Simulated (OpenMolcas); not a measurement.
# Mo⁵⁺ among point charges: CASSCF and CASPT2 levels and susceptibility

How does a field of 2 point charges split the states of Mo⁵⁺, and what χT follows?

Method: state-averaged CASSCF and CASPT2, spin-orbit coupling by RASSI with atomic mean-field integrals. Code: OpenMolcas 26.06.

## Step 1: The system

```
Species                           : Mo⁵⁺ (molybdenum, Z = 42, 37 electrons)
Basis                             : ANO-RCC-VDZP [6s5p3d1f], 43 functions
Scalar Hamiltonian                : DKH2, point nucleus
Inactive shells                   : 1s 2s 2p 3s 3p 3d 4s 4p
Active space                      : 1 electron in 5 orbitals (4d)
Some configurations of this space : 4d
Orbitals                          : optimised for each spin and parity, averaged over all roots
```

Outer shells as boxes (Hund's rule):

4d
```
4d [↑ ][  ][  ][  ][  ]
```

The ion sits among 2 point charges of -2 e arranged as a linear pair (D∞h), 1.99 Å from the ion.

Each step is its own input file, run in one work folder so that later steps find the files of earlier ones. Labels, J, g values, rates, χT and fits are worked out afterwards by a script from the matrices that RASSI stores. The input lists half of the charges; inversion (Group=XYZ) makes the rest.

## Step 2: Basis and integrals

a.inp reads:

```
&GATEWAY
Coord
1

Mo 0.0 0.0 0.0
Basis=ANO-RCC-VDZP
Group=XYZ
NoMove
AngMom=0.0 0.0 0.0
AMFI
XField
1 Angstrom 0
0.000000 0.000000 1.990000 -2.000000
&SEWARD
```

## Step 3: CASSCF: doublets of even parity, 5 roots

a.inp reads:

```
&RASSCF
FileOrb=start.orb
Symmetry=1
Spin=2
nActEl=1 0 0
Inactive=9 9
Ras2=5 0
CIRoot=5 5 1
SDav=5
CIMx=300
Iter=120 100
PrWF=0.3
OrbListing=Nothing
MaxOrb=0
>>> COPY $Project.JobIph JOB001
```

start.orb holds the contracted functions of the basis, ordered by shell, or the orbitals of the step before.

## Step 4: RASSI: spin-orbit coupling between the states

a.inp reads:

```
&RASSI
NrOfJobIphs=1 5
1 2 3 4 5
IphNames
JOB001
EJob
SpinOrbit
DIPRint=1.0
SOCoupling=1000.0
Subsets=2
Property=9
'ANGMOM' 1 'ANGMOM' 2 'ANGMOM' 3 'MLTPL  1' 1 'MLTPL  1' 2 'MLTPL  1' 3
'AMFI' 1 'AMFI' 2 'AMFI' 3
SOProperty=3
'ANGMOM' 1 'ANGMOM' 2 'ANGMOM' 3
```

## Step 5: CASPT2: IPEA 0.25, imaginary shift 0.1 (closed shells correlated: 4s 4p)

a.inp reads:

```
>>> COPY JOB001 $Project.JobIph
&CASPT2
Multistate=5 1 2 3 4 5
NoMult
Frozen=8 6
IPEA=0.25
Imaginary=0.1
MaxIter=60
WThr=0.0 0.3 0.05
PrWF=0.5
NoMix
```

(Steps that only read results are left out.)

**Question.** What will these runs give? Wanted: spin-free ground state; first state of the same spin within the active space; lowest level; next level.

**Answer**, as computed:

```
                                            quantity                                                                        value
                                              method  SS-CASPT2, IPEA 0.25, imaginary shift 0.1 (closed shells correlated: 4s 4p)
                              spin-free ground state                                           2Delta, 2-fold in its orbital part
first state of the same spin within the active space                                                            2Pi at 13200 cm⁻¹
                                        lowest level                                                 2-fold, g = 0.00, 0.00, 2.01
                                          next level                                                                  2042.0 cm⁻¹
                                         χT at 300 K                                                               0.18 cm³ K/mol
                           effective moment at 300 K                                                                      1.19 μB
```

Cost by method:

| method | time of its own steps | time with the reference |
| --- | --- | --- |
| A. CASSCF | 1.2 s | 1.2 s |
| B. SS-CASPT2, IPEA 0.25, imaginary shift 0.1, +4s 4p | 0.36 s | 1.6 s |

Times are of one thread on a shared host.

In words: The spin-free ground state (2Delta) comes to 100 % from free-ion D terms and keeps the highest spin of the shell. χT at 300 K is 0.18, against 0.38 cm³ K/mol for the spin alone, so orbital moment lowers it. The field of point charges can differ much from that of real complexes. This is an electrostatic model: the charges have no orbitals.
